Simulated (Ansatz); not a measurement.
# AlFH2OTe: up Jacob's ladder to CCSD(T)

One table from this session's results is given with a row withheld; the runs are named, their logs left out.

The runs use Ansatz 0.2.0, Gaussian basis; functionals in def2-TZVPP, the program's frozen cores in correlated methods.

Plan: LDA (SPW92), PBE-D4, revPBE-D4, BLYP-D4, r2SCAN-D4, B97M-V, PBE0-D4, B3LYP-D4, r2SCANh-D4, r2SCAN0-D4, HSE06-D4, BHLYP-D4, CAM-B3LYP-D4, LC-ωPBE, ωB97X-V, ωB97M-V, B2PLYP, PBE-QIDH; CCSD(T)/def2-SVP; CCSD(T)/def2-TZVPP; MP2/def2-QZVPP; extrapolation to the limit; RPA on PBE.

### The geometry

An earlier PBE0-D4 in a triple-zeta def2 set relaxation fixed the geometry. Te takes the def2 core potential; no spin-orbit term is included.

SMILES `[OH][Al]([F])[TeH]`, 6 atoms, charge 0, spin multiplicity 1.

Atoms are counted from 1 here; the program's logs count them from 0.

Bond lengths: O1–Al2 1.681 Å, O1–H5 0.955 Å, Al2–F3 1.642 Å, Al2–Te4 2.512 Å, Te4–H6 1.659 Å. Angles: Al2–O1–H5 124.7°, O1–Al2–F3 117.8°, O1–Al2–Te4 126.0°, F3–Al2–Te4 116.2°, Al2–Te4–H6 89.8°.

Set-up of the first run:

in.yaml

```yaml
crystal:
  periodic: [false, false, false]
  atoms:
    - {symbol: O, position_ang: [1.475424, -0.001845, -0.645296]}
    - {symbol: Al, position_ang: [0.290222, -0.616938, 0.376413]}
    - {symbol: F, position_ang: [0.674681, -1.920542, 1.297175]}
    - {symbol: Te, position_ang: [-2.043944, 0.275521, 0.636081]}
    - {symbol: H, position_ang: [1.358321, 0.748416, -1.224499]}
    - {symbol: H, position_ang: [-1.712705, 1.451288, -0.485972]}
basis:
  gaussian: {orbitals: def2-TZVPP}
hamiltonian: {xc: lda}
output: {orbitals: {seedname: orbitals}}
```

The run is started by

```bash
$ ansatz run in.yaml --threads 2 --pin off --events-out ev --progress --plain --max-ram 4352MiB
```

Steps of the session up to this table: LDA; PBE-D4 (GGA); revPBE-D4 (GGA); BLYP-D4 (GGA); r2SCAN-D4 (meta-GGA); B97M-V (meta-GGA); B3LYP-D4 (hybrid); r2SCANh-D4 (hybrid); r2SCAN0-D4 (hybrid); HSE06-D4 (hybrid); BHLYP-D4 (hybrid); CAM-B3LYP-D4 (range-separated); LC-ωPBE (range-separated); ωB97X-V (range-separated); ωB97M-V (range-separated); B2PLYP (double hybrid); PBE-QIDH (double hybrid).

One of the session's tables, all rows but one given; the rest of the session is left out.

It belongs to the step «Orbital energies across the functionals». 

```
  functional  HOMO (eV)  gap (eV)
 LDA (SPW92)      -6.16      4.09
      PBE-D4      -6.00      4.18
   revPBE-D4      -5.94      4.24
     BLYP-D4      -5.82      4.06
   r2SCAN-D4      -6.26      4.76
      B97M-V      -6.22      4.64
     PBE0-D4      -7.04      6.02
    B3LYP-D4      -6.81      5.53
  r2SCANh-D4      -6.64      5.42
  r2SCAN0-D4          ?         ?
    HSE06-D4      -6.65      5.26
    BHLYP-D4      -7.90      7.66
CAM-B3LYP-D4      -8.23      8.11
     LC-ωPBE      -9.53     10.61
     ωB97X-V      -9.21     10.13
     ωB97M-V      -9.09      9.71
```

Q: Estimate the row for r2SCAN0-D4 from the others.

Worked estimate for «HOMO (eV)». Against the share of exact exchange, r2SCAN-D4 (0, -6.26), r2SCANh-D4 (0.1, -6.64) give a slope of -3.80 per unit share; at 0.25 the line stands at -7.21.

As computed: HOMO (eV): -7.21; gap (eV): 6.39. In «HOMO (eV)» the line misses by 0.00.
